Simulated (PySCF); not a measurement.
Here is a PySCF 2.14.0 calculation.

run.py

```python
import json
import numpy as np
from pyscf.pbc import gto, scf, dft, df

cell = gto.Cell()
cell.basis = 'def2-svp'
cell.fromfile('H4CO.xyz')
cell.exp_to_discard = 0
cell.precision = 1e-08
cell.max_memory = 2520  # MB
cell.verbose = 4
cell.build()

res = {}
kpts = cell.make_kpts([1, 1, 1])
mf = dft.KRKS(cell, kpts, xc='pbe0', exxdiv='ewald')
mf = mf.density_fit()
mf.with_df._cderi = 'cderi.h5'  # three-centre integrals saved by an earlier run on this cell, basis and mesh
mf.conv_tol = 1e-08
mf.max_cycle = 60

mf.kernel()
res.update(converged=bool(mf.converged), e_tot=mf.e_tot, nelec=cell.nelectron, nao=cell.nao, mesh=list(map(int, cell.mesh)), a=cell.lattice_vectors().tolist(), coords=cell.atom_coords().tolist(),
           mo_energy=[np.real(x).tolist() for x in mf.mo_energy], mo_occ=[np.real(x).tolist() for x in mf.mo_occ])
import h5py
print('fit functions by k pair:', sorted({v['0'].shape[0] for v in h5py.File(mf.with_df._cderi)['j3c'].values()}))
res.update(kpts=cell.get_scaled_kpts(kpts).tolist())
res['parts'] = {k: float(np.real(v)) for k, v in mf.scf_summary.items() if np.isscalar(v)}
json.dump(res, open('results.json', 'w'))
if not mf.converged:
    raise SystemExit('SCF not converged')

print('levels (eV)')
for i, kp in enumerate(res['kpts'][:40]):
    print('k %7.4f %7.4f %7.4f  ' % tuple(kp), ' '.join('%.3f' % (x * 27.211386) for x in res['mo_energy'][i][:14]))

# Mulliken populations
dm, s = np.asarray(mf.make_rdm1()), np.asarray(mf.get_ovlp())
sites = cell.aoslice_by_atom()[:, 2:]
tot = np.einsum('kij,kji->i', dm, s).real / len(kpts)
res['mulliken'] = [cell.atom_charge(i) - tot[a0:a1].sum() for i, (a0, a1) in enumerate(sites)]
print('Mulliken charges', np.round(res['mulliken'], 5))

from pyscf.pbc.gw.krgw_ac import KRGWAC
gw = KRGWAC(mf, frozen=2)
gw.fc = True
orbs = list(range(6, 12))
gw.kernel(orbs=orbs)
res['orbs'] = orbs
res['qp'] = np.asarray(gw.mo_energy).real.tolist()
res['done'] = True
json.dump(res, open('results.json', 'w'))
```

H4CO.xyz

```xyz
6
Lattice="11.0000000000 0.0000000000 0.0000000000 0.0000000000 11.0000000000 0.0000000000 0.0000000000 0.0000000000 12.0000000000" Properties=species:S:1:pos:R:3 pbc="T T T"
C      5.3756230000      5.2941240000      5.6812800000
O      5.3273550000      5.7952290000      7.0137120000
H      4.6454430000      4.5527020000      5.6806440000
H      6.3825960000      4.8288460000      5.5437240000
H      5.2288390000      6.0786880000      4.9433160000
H      5.9854190000      6.5092060000      7.1166000000
```

Potentials or basis: def2-svp (all-electron).

Run with:

```bash
$ OMP_NUM_THREADS=2 python -u run.py > log
```

Problem. Estimate the Mulliken charges.

Solution. C +0.11; O -0.39; H +0.04, +0.03, +0.18 e.

Problem. What does it give for the quasiparticle gap?

Solution. 14.01 eV.

Problem. Predict the gap between the frontier levels, mean-field level.

Solution. 9.21 eV.

Caveat: the basis is small and the box finite, so much correlation energy is missing and levels can be off by tenths of an eV; this is a molecule in a periodic box at the Γ point, so its band gap is the HOMO-LUMO gap; total energy, band gap and charges are those of the mean-field reference; the basis of atomic orbitals isn't converged, which shifts pressures, moduli and gaps.
